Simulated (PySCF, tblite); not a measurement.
# C₃H₇BF₂: geometry, infrared bands, NMR shifts and spin-spin couplings

Wanted: the infrared bands, NMR shifts and spin-spin couplings of C₃H₇BF₂ (`CBCC(F)F`), by calculation.

The runs use tblite 0.8.0 and PySCF 2.14.0, with density-fitted response routines of our own; the level of theory stands in each step. All values are computed, except where a source is named. Atoms are numbered from 0 throughout.

## (1) The molecule as given

13 atoms, charge 0, multiplicity 1; geometry from: force field or distance geometry start.

Bonds of the start (Å): C0–B1 1.60, B1–C2 1.59, C2–C3 1.54, C3–F4 1.39, C3–F5 1.39, C0–H6 1.11, C0–H7 1.11, C0–H8 1.11, B1–H9 1.17, C2–H10 1.10, C2–H11 1.11, C3–H12 1.09.

## (2) Geometry optimisation with GFN2-xTB

The job: settings as JSON, then the geometry in Å.

```
{"job": {"kind": "relax", "xc": "GFN2-xTB", "basis": "xTB"}, "charge": 0, "multiplicity": 1}
C      1.930900     0.428800     0.690900
B      0.662200     0.335300    -0.285000
C     -0.482400    -0.734400     0.008000
C     -1.836500    -0.035000     0.223000
F     -1.786100     0.747300     1.373600
F     -2.824800    -1.000400     0.394600
H      1.581500     0.683500     1.714100
H      2.614400     1.230100     0.334800
H      2.464200    -0.542400     0.707200
H      0.583500     1.049700    -1.204700
H     -0.235300    -1.341800     0.895200
H     -0.570300    -1.410400    -0.871100
H     -2.105600     0.590100    -0.634100
```

Started as:

```console
$ OMP_NUM_THREADS=1 python probes_run.py task.json out
```

The driver reads the jobs from task.json and runs them one after another.

**Question.** This job is followed by: GFN2-xTB harmonic vibrations, gas phase; GIAO PBE0/pcSseg-1 NMR shielding, non-relativistic, gas phase; B3LYP/pcJ-1 indirect spin-spin coupling, non-relativistic, gas phase. What will the session give for the following? strongest single infrared mode (GFN2-xTB); zero-point energy (GFN2-xTB); 13C shifts against TMS (PBE0/pcSseg-1); 1H shifts against TMS (PBE0/pcSseg-1, means over atoms taken as alike); 11B shifts against BF3·OEt2 (PBE0/pcSseg-1); 19F shifts against CFCl3 (PBE0/pcSseg-1, means over atoms taken as alike); surface potential, 1st and 99th percentile; largest coupling of the table (B3LYP/pcJ-1).

As calculated:

```
                                                                 quantity                       value
                                strongest single infrared mode (GFN2-xTB)        992 cm⁻¹, 131 km/mol
                                             zero-point energy (GFN2-xTB)               60.6 kcal/mol
                                   13C shifts against TMS (PBE0/pcSseg-1)       125.2, 43.6, 16.1 ppm
   1H shifts against TMS (PBE0/pcSseg-1, means over atoms taken as alike)  8.00, 6.62, 2.12, 1.16 ppm
                              11B shifts against BF3·OEt2 (PBE0/pcSseg-1)                    88.3 ppm
19F shifts against CFCl3 (PBE0/pcSseg-1, means over atoms taken as alike)                  -127.7 ppm
                                    surface potential, 1st and 99th percentile          -1.04 V and 1.51 V
                              largest coupling of the table (B3LYP/pcJ-1)    1J(C,F) C3–F4, -297.2 Hz
```

What this shows: Relaxing lowered the energy by 0.205 eV in 89 steps; the close pair that moved most is C0–B1, from 1.603 to 1.565 Å. No mode is imaginary among the 33: a minimum at this level. The strongest single mode, at 992 cm⁻¹, is spread over many atoms; the largest shares are those of C3, F5. Unscaled tight-binding wavenumbers are off by several per cent, some by more. Its intensities can rank the bands wrongly. At PBE0/pcSseg-1: Shielding is most anisotropic at B1 (span 191 ppm, paramagnetic term -179 ppm). By nearest atom (PBE0/pcSseg-1), the HOMO sits on C2 17 %; F5 16 % and the LUMO on B1 55 %; H9 15 %. In the run at B3LYP/pcJ-1, the largest coupling of the table is C3–F4 (mean over like pairs), -297.2 Hz, of which the Fermi-contact term gives -300.4 Hz. Couplings across rotatable bonds belong to this one conformer; where others are populated, the observed values are averages, and the simulated multiplets take (2 J gauche + J anti)/3 across rotating chain bonds. Density functionals describe couplings to fluorine poorly, F–F couplings above all, so those rows are rough.
